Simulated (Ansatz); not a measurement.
# Zr2+ (doublet): the correlation ladder, def2-TZVPP

The task here is to estimate one member of a computed series from the others.

Program: Ansatz 0.2.0, Gaussian basis. Level of theory: def2-TZVPP, core rule «outside noble gas», up to 8 orbitals frozen. These are calculated values, not measurements.

To be run: UHF; ROHF; CCSD(T) on UHF.

2 further runs of the same task are left out: 2 set aside as unsound or not needed.

## The system

The geometry is a PBE0/def2-TZVP stationary point (not a proven minimum) of the parent state, kept for this charge and spin. No spin-orbit coupling is included. Elements past krypton take def2 core potentials.

2 atoms, charge 1, spin multiplicity 2.

Atoms are counted from 1 here; the program's logs count them from 0.

Bond lengths: Zr1–Zr2 2.267 Å.

The first run:

The input, in.yaml:

```yaml
crystal:
  periodic: [false, false, false]
  atoms:
    - {symbol: Zr, position_ang: [0.000000, 0.000000, 0.000000]}
    - {symbol: Zr, position_ang: [0.000000, 0.000000, 2.267200]}
basis:
  gaussian: {orbitals: def2-TZVPP}
total_charge: 1
magnetization: {spin_polarized: true, initial_magnetization: 1}
hamiltonian: {xc: hf}
output: {orbitals: {seedname: orbitals}}
```

Command:

```sh
$ ansatz run in.yaml --threads 1 --pin off --events-out ev --progress --plain --max-ram 2560MiB --backend cpu
```

Steps of the session up to this table: UHF; ROHF; CCSD(T) on UHF.

One table of the session follows, with a row left open; its other results are not shown here.

| method | from UCCSD(T) (meV) |
| --- | --- |
| ROHF | +6146.1 |
| UHF | +5915.1 |
| UMP2 | ? |
| UCCSD | +546.9 |
| UCCSD(T) | 0 |

Q: Estimate the row for UMP2 from the others.

The run gave: from UCCSD(T) (meV): +1446.5. In the column «from UCCSD(T) (meV)» it lies between UCCSD (+546.9) and UHF (+5915.1).

To keep in mind: The determinant is far from a pure spin state, so its energy mixes those of several spin states (harmless only where they are near-degenerate, as at dissociation).
